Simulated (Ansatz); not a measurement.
# CH₇BSSi₂: a ladder of functionals and wavefunction methods

An exercise on one series of results from a longer session: the logs are not shown, and one member is left open.

The runs use Ansatz 0.2.0, Gaussian basis; functionals in def2-TZVPP, the program's frozen cores in correlated methods.

Levels to be run: PBE-D4, r2SCAN-D4, PBE0-D4, B3LYP-D4, ωB97X-V, ωB97M-V, B2PLYP; CCSD(T)/def2-TZVPP; MP2/def2-QZVPP; extrapolation to the limit.

## The geometry

The geometry comes from an earlier relaxation with PBE0-D4 in a triple-zeta def2 set; it is a stationary point, not always the lowest conformer.

SMILES `[SiH3]B([SiH3])C=S`, 12 atoms, charge 0, spin multiplicity 1.

Atoms are counted from 1 here; the program's logs count them from 0.

Bond lengths: Si1–B2 2.015 Å, Si1–H6 1.489 Å, Si1–H7 1.490 Å, Si1–H8 1.492 Å, B2–Si3 2.015 Å, B2–C4 1.493 Å, Si3–H9 1.489 Å, Si3–H10 1.490 Å, Si3–H11 1.492 Å, C4–S5 1.635 Å, C4–H12 1.085 Å. Angles: B2–Si1–H6 110.9°, B2–Si1–H7 111.1°, B2–Si1–H8 110.0°, H6–Si1–H7 108.5°, H6–Si1–H8 107.7°, H7–Si1–H8 108.5°, Si1–B2–Si3 118.4°, Si1–B2–C4 120.0°, Si3–B2–C4 120.0°, B2–Si3–H9 110.9°, B2–Si3–H10 111.1°, B2–Si3–H11 110.0°, H9–Si3–H10 108.5°, H9–Si3–H11 107.7°, H10–Si3–H11 108.5°, B2–C4–S5 87.4°, B2–C4–H12 145.1°, S5–C4–H12 127.5°.

Coordinates:

```
Si   -1.7355   -0.5812   -0.2435
B     0.0925    0.2674   -0.2428
Si    1.4241   -0.3242    1.1496
C     0.5472    1.0645   -1.4207
S     0.0782    2.4015   -0.6041
H    -2.3055   -0.6159    1.1311
H    -2.6750    0.1680   -1.1252
H    -1.6450   -1.9874   -0.7330
H     0.7974   -0.3698    2.4989
H     2.5919    0.6003    1.2023
H     1.9188   -1.6953    0.8324
H     0.9880    1.0169   -2.4111
```

The first run:

File in.yaml:

```yaml
crystal:
  periodic: [false, false, false]
  atoms:
    - {symbol: Si, position_ang: [-1.735515, -0.581150, -0.243496]}
    - {symbol: B, position_ang: [0.092518, 0.267433, -0.242817]}
    - {symbol: Si, position_ang: [1.424137, -0.324229, 1.149559]}
    - {symbol: C, position_ang: [0.547183, 1.064506, -1.420706]}
    - {symbol: S, position_ang: [0.078240, 2.401520, -0.604057]}
    - {symbol: H, position_ang: [-2.305482, -0.615943, 1.131141]}
    - {symbol: H, position_ang: [-2.674987, 0.167956, -1.125237]}
    - {symbol: H, position_ang: [-1.645030, -1.987354, -0.733013]}
    - {symbol: H, position_ang: [0.797386, -0.369797, 2.498930]}
    - {symbol: H, position_ang: [2.591901, 0.600313, 1.202325]}
    - {symbol: H, position_ang: [1.918761, -1.695347, 0.832394]}
    - {symbol: H, position_ang: [0.987989, 1.016889, -2.411125]}
basis:
  gaussian: {orbitals: def2-TZVPP}
hamiltonian: {xc: pbe, dispersion: d4}
output: {forces: true, orbitals: {seedname: orbitals}}
```

Run with:

```
$ ansatz run in.yaml --threads 4 --pin off --events-out ev --progress --plain --max-ram 10444MiB
```

Steps of the session up to this table: PBE-D4 (GGA); r2SCAN-D4 (meta-GGA); PBE0-D4 (hybrid); B3LYP-D4 (hybrid); ωB97X-V (range-separated); ωB97M-V (range-separated); B2PLYP (double hybrid); CCSD(T) in def2-TZVPP; MP2 in def2-QZVPP.

One of the session's tables, all rows but one given; the rest of the session is left out.

| method | atomisation energy (kcal/mol) |
| --- | --- |
| PBE-D4 | 937.3 |
| r2SCAN-D4 | 932.5 |
| PBE0-D4 | ? |
| B3LYP-D4 | 925.3 |
| ωB97X-V | 928.5 |
| ωB97M-V | 926.1 |
| B2PLYP | 910.9 |
| HF/def2-TZVPP | 680.5 |
| MP2/def2-TZVPP | 903.2 |
| CCSD/def2-TZVPP | 881.7 |
| CCSD(T)/def2-TZVPP | 897.6 |
| MP2/CBS | 927.0 |
| CCSD(T)/CBS | 921.3 |

Estimate the missing values for PBE0-D4.

**Answer.** atomisation energy (kcal/mol): 925.4. In the column «atomisation energy (kcal/mol)» it lies between B3LYP-D4 (925.3) and ωB97M-V (926.1).
